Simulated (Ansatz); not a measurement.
# C₃H₁₀O₃Si₂: up Jacob's ladder to CCSD(T)

How much do the methods differ for C₃H₁₀O₃Si₂? The plan is to run it at one geometry with functionals of several rungs and with coupled cluster. The yardstick is the atomisation energy at the CCSD(T) limit.

Computed with Ansatz 0.2.0, Gaussian basis. Level: functionals in def2-TZVPP, the program's frozen cores in correlated methods.

Plan: LDA (SPW92), PBE-D4, revPBE-D4, BLYP-D4, r2SCAN-D4, B97M-V, PBE0-D4, B3LYP-D4, r2SCANh-D4, r2SCAN0-D4, HSE06-D4, BHLYP-D4, CAM-B3LYP-D4, LC-ωPBE, ωB97X-V, ωB97M-V, B2PLYP, PBE-QIDH; CCSD(T)/def2-SVP; CCSD(T)/def2-TZVPP; MP2/def2-QZVPP; extrapolation to the limit; RPA on PBE.

1 further run of the same task is left out (it didn't finish).

### Step 1. The relaxed structure

All runs share one geometry, relaxed beforehand with PBE0-D4 in a triple-zeta def2 set.

18 atoms, charge 0, spin multiplicity 1.

Atoms are counted from 1 here; the program's logs count them from 0.

Bond lengths: C1–C2 1.330 Å, C1–H9 1.087 Å, C1–H10 1.086 Å, C2–Si3 1.848 Å, C2–H11 1.089 Å, Si3–O4 1.639 Å, Si3–O5 1.630 Å, Si3–H12 1.485 Å, O4–H13 0.958 Å, O5–Si6 1.636 Å, Si6–C7 1.856 Å, Si6–O8 1.641 Å, Si6–H14 1.481 Å, C7–H15 1.094 Å, C7–H16 1.093 Å, C7–H17 1.093 Å, O8–H18 0.958 Å. Angles: C2–C1–H9 121.5°, C2–C1–H10 122.6°, H9–C1–H10 115.9°, C1–C2–Si3 121.6°, C1–C2–H11 118.5°, Si3–C2–H11 119.9°, C2–Si3–O4 106.7°, C2–Si3–O5 112.3°, C2–Si3–H12 109.6°, O4–Si3–O5 110.0°, O4–Si3–H12 111.7°, O5–Si3–H12 106.6°, Si3–O4–H13 117.8°, Si3–O5–Si6 149.9°, O5–Si6–C7 108.9°, O5–Si6–O8 109.3°, O5–Si6–H14 109.7°, C7–Si6–O8 112.3° and more.

### Step 2. LDA

This LDA is Slater exchange with PW92 correlation.

in.yaml

```yaml
crystal:
  periodic: [false, false, false]
  atoms:
    - {symbol: C, position_ang: [-1.976047, -0.513247, 2.073601]}
    - {symbol: C, position_ang: [-1.297122, 0.472601, 1.493230]}
    - {symbol: Si, position_ang: [-1.404348, 0.782058, -0.325455]}
    - {symbol: O, position_ang: [-1.744626, 2.374527, -0.513747]}
    - {symbol: O, position_ang: [-0.017422, 0.411989, -1.098403]}
    - {symbol: Si, position_ang: [1.596064, 0.146898, -1.060623]}
    - {symbol: C, position_ang: [1.951273, -1.232612, 0.128989]}
    - {symbol: O, position_ang: [2.127632, -0.185432, -2.576626]}
    - {symbol: H, position_ang: [-2.631924, -1.164857, 1.501420]}
    - {symbol: H, position_ang: [-1.917560, -0.715204, 3.139510]}
    - {symbol: H, position_ang: [-0.661536, 1.101958, 2.114934]}
    - {symbol: H, position_ang: [-2.460989, -0.077990, -0.916733]}
    - {symbol: H, position_ang: [-1.716214, 2.736093, -1.400602]}
    - {symbol: H, position_ang: [2.299978, 1.396499, -0.689701]}
    - {symbol: H, position_ang: [1.444037, -2.153340, -0.173236]}
    - {symbol: H, position_ang: [3.023617, -1.434954, 0.183410]}
    - {symbol: H, position_ang: [1.598031, -0.976729, 1.131389]}
    - {symbol: H, position_ang: [1.787156, -0.968248, -3.011346]}
basis:
  gaussian: {orbitals: def2-TZVPP}
hamiltonian: {xc: lda}
output: {orbitals: {seedname: orbitals}}
```

Further steps of the session: PBE-D4 (GGA); revPBE-D4 (GGA); BLYP-D4 (GGA); r2SCAN-D4 (meta-GGA); B97M-V (meta-GGA); PBE0-D4 (hybrid); B3LYP-D4 (hybrid); r2SCANh-D4 (hybrid); r2SCAN0-D4 (hybrid); HSE06-D4 (hybrid); BHLYP-D4 (hybrid); CAM-B3LYP-D4 (range-separated); LC-ωPBE (range-separated); ωB97X-V (range-separated); ωB97M-V (range-separated); B2PLYP (double hybrid); PBE-QIDH (double hybrid); CCSD(T) in def2-SVP; CCSD(T) in def2-TZVPP; MP2 in def2-QZVPP; RPA on PBE orbitals.

Q: Predict the results of all the runs planned. Wanted: atomisation energy, CCSD(T)/CBS; farthest beyond LDA; mean size of error, GGA; mean size of error, meta-GGA; mean size of error, hybrid; mean size of error, range-separated; mean size of error, double hybrid; gap, smallest and largest; T1 diagnostic.

The runs gave:

| quantity | value |
| --- | --- |
| atomisation energy, CCSD(T)/CBS | 7316.4 kJ/mol |
| functionals within 36.6 kJ/mol (0.5 %) | r2SCAN-D4, B97M-V, CAM-B3LYP-D4, ωB97X-V, ωB97M-V |
| farthest beyond LDA | BHLYP-D4 (-232.1 kJ/mol) |
| mean size of error, GGA | 78.3 kJ/mol |
| mean size of error, meta-GGA | 16.3 kJ/mol |
| mean size of error, hybrid | 96.6 kJ/mol |
| mean size of error, range-separated | 24.2 kJ/mol |
| mean size of error, double hybrid | 95.1 kJ/mol |
| gap, smallest and largest | 5.19 eV (LDA (SPW92)), 12.72 eV (LC-ωPBE) |
| T1 diagnostic | 0.0115 |
| triples share of the correlation energy | 3.7 % |

**Reading.** LDA overbinds by 950.8 kJ/mol (13 %). PBE-D4 is off by +53.6 kJ/mol. Double hybrids carry the basis error of their MP2 part in triple zeta, and no dispersion term here, so their miss is partly the set-up's. The rungs meta-GGA, range-separated miss on average by less than the doubt on the reference (36.6 kJ/mol), so they tie. The reference freezes the cores and leaves out relativity and excitations past (T), so misses under about 36.6 kJ/mol can't be ranked. Hartree-Fock recovers 74 % of the binding; the rest is correlation. CCSD(T) in def2-SVP is off by -502.1 kJ/mol, worse than the median functional, from the basis alone. Orbital gaps span 5.2 to 12.7 eV; exact exchange widens them.
